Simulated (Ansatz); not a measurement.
Crystal: SiO.

```xyz
2
Lattice="2.8070 0.0000 0.0000 0.0000 2.8070 0.0000 0.0000 0.0000 2.8070" Properties=species:S:1:pos:R:3 pbc="T T T"
Si    0.0000    0.0000    0.0000
O     1.4035    1.4035    1.4035
```

The cell was built by a generator and needn't be a form met in nature.

```yaml
Program: Ansatz 0.2.0
Task: single point
Functional: PBE
Potentials_or_basis: Ansatz PAW
Cutoff: "420 eV (not typed: the program's choice for these potentials)"
k_mesh: 9 × 9 × 9
Occupations: fermi-dirac, width 0.05 eV
Spin: no spin polarisation
```

On this cell: pressure 0.1 GPa; largest force zero by symmetry; band gap on the k mesh none (metal or under the smearing width).

The same run follows on a disturbed copy (atoms moved at random, drawn with an rms of 0.05 Å):

```xyz
2
Lattice="2.8070 0.0000 0.0000 0.0000 2.8070 0.0000 0.0000 0.0000 2.8070" Properties=species:S:1:pos:R:3 pbc="T T T"
Si    0.0540    0.0129    0.0170
O     1.3912    1.3851    1.4255
```

Q: What does the disturbed cell give?

A: The energy (extrapolated to zero smearing) moves by -10.0 meV/atom; pressure 0.1 GPa; largest force 0.541 eV/Å; band gap on the k mesh none (metal or under the smearing width).

Forces in eV/Å, atoms in the order of the input:
```
Si   0.487  0.231 -0.037
O   -0.487 -0.231  0.037
```

Stress tensor (GPa, compression positive):
```
 0.19 -0.22  0.03
-0.22  0.03  0.02
 0.03  0.02 -0.02
```

The energy falls, though the first cell shows no forces: that form is unstable against this distortion, unless noise or another electronic state is at work.
